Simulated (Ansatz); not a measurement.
# F₂H₄O₃Si₂: taking an electron away

One table from this session's results is given with a row withheld; the runs are named, their logs left out.

Program: Ansatz 0.2.0, Gaussian basis. Level of theory: unrestricted cation, the program's frozen cores in correlated methods. These are calculated values, not measurements.

Plan: UKS PBE-D4/def2-TZVPP; UKS r2SCAN-D4/def2-TZVPP; UKS PBE0-D4/def2-TZVPP; UKS B3LYP-D4/def2-TZVPP; UKS wB97X-V/def2-TZVPP; UKS wB97M-V/def2-TZVPP; UKS B2PLYP/def2-TZVPP; UHF-CCSD(T)/def2-TZVPP; UHF-MP2/def2-QZVPP; extrapolation to the limit; then −ε(HOMO) from the neutral's earlier runs with LDA (SPW92), PBE-D4, revPBE-D4, BLYP-D4, r2SCAN-D4, B97M-V, PBE0-D4, B3LYP-D4, r2SCANh-D4, r2SCAN0-D4, HSE06-D4, BHLYP-D4, CAM-B3LYP-D4, LC-ωPBE, ωB97X-V, ωB97M-V.

## The relaxed structure

The geometry comes from an earlier relaxation with PBE0-D4 in a triple-zeta def2 set; it is a stationary point, not always the lowest conformer.

SMILES `O[SiH](O)O[SiH](F)F`, 11 atoms, charge 0, spin multiplicity 1.

Atoms are counted from 1 here; the program's logs count them from 0.

Bond lengths: O1–Si2 1.634 Å, O1–H8 0.958 Å, Si2–O3 1.629 Å, Si2–O4 1.634 Å, Si2–H9 1.470 Å, O3–H10 0.959 Å, O4–Si5 1.602 Å, Si5–F6 1.588 Å, Si5–F7 1.579 Å, Si5–H11 1.464 Å. Angles: Si2–O1–H8 117.9°, O1–Si2–O3 113.1°, O1–Si2–O4 104.0°, O1–Si2–H9 112.9°, O3–Si2–O4 111.8°, O3–Si2–H9 105.8°, O4–Si2–H9 109.3°, Si2–O3–H10 118.9°, Si2–O4–Si5 145.4°, O4–Si5–F6 109.0°, O4–Si5–F7 109.6°, O4–Si5–H11 112.7°, F6–Si5–F7 106.9°, F6–Si5–H11 109.5°, F7–Si5–H11 109.1°.

Set-up of the first run:

in.yaml reads:

```yaml
crystal:
  periodic: [false, false, false]
  atoms:
    - {symbol: O, position_ang: [-1.618177, -1.053906, -0.917424]}
    - {symbol: Si, position_ang: [-1.213599, 0.143603, 0.117567]}
    - {symbol: O, position_ang: [-1.082494, -0.361072, 1.661198]}
    - {symbol: O, position_ang: [0.209721, 0.700787, -0.461003]}
    - {symbol: Si, position_ang: [1.799585, 0.502696, -0.466652]}
    - {symbol: F, position_ang: [2.177013, -0.676189, 0.528196]}
    - {symbol: F, position_ang: [2.498517, 1.807408, 0.083080]}
    - {symbol: H, position_ang: [-2.420911, -1.546321, -0.741122]}
    - {symbol: H, position_ang: [-2.192707, 1.239397, 0.135936]}
    - {symbol: H, position_ang: [-0.417221, -1.016700, 1.880359]}
    - {symbol: H, position_ang: [2.325773, 0.203299, -1.799532]}
basis:
  gaussian: {orbitals: def2-TZVPP}
total_charge: 1
magnetization: {spin_polarized: true, initial_magnetization: 1}
hamiltonian: {xc: pbe, dispersion: d4}
```

Steps of the session up to this table: Cation, UKS PBE-D4/def2-TZVPP; Cation, UKS r2SCAN-D4/def2-TZVPP; Cation, UKS PBE0-D4/def2-TZVPP; Cation, UKS B3LYP-D4/def2-TZVPP; Cation, UKS wB97X-V/def2-TZVPP; Cation, UKS wB97M-V/def2-TZVPP; Cation, UKS B2PLYP (frozen core)/def2-TZVPP; Cation, UHF-CCSD(T)/def2-TZVPP; Cation, UHF-MP2/def2-QZVPP.

One table of the session follows, with a row left open; its other results are not shown here.

It belongs to the step «Ionisation energies side by side». For comparison, −ε(HOMO) of the neutral from earlier runs:

| functional | −ε(HOMO) (eV) |
| --- | --- |
| LDA (SPW92) | 7.94 |
| PBE-D4 | 7.73 |
| revPBE-D4 | 7.65 |
| BLYP-D4 | 7.63 |
| r2SCAN-D4 | 8.14 |
| B97M-V | 8.24 |
| PBE0-D4 | 9.46 |
| B3LYP-D4 | 9.19 |
| r2SCANh-D4 | 8.79 |
| r2SCAN0-D4 | 9.76 |
| HSE06-D4 | 9.05 |
| BHLYP-D4 | 11.11 |
| CAM-B3LYP-D4 | ? |
| LC-ωPBE | 12.35 |
| ωB97X-V | 11.99 |
| ωB97M-V | 11.90 |

Q: Estimate the row for CAM-B3LYP-D4 from the others.

The run gave: −ε(HOMO) (eV): 10.97. In the column «−ε(HOMO) (eV)» it lies between r2SCAN0-D4 (9.76) and BHLYP-D4 (11.11).
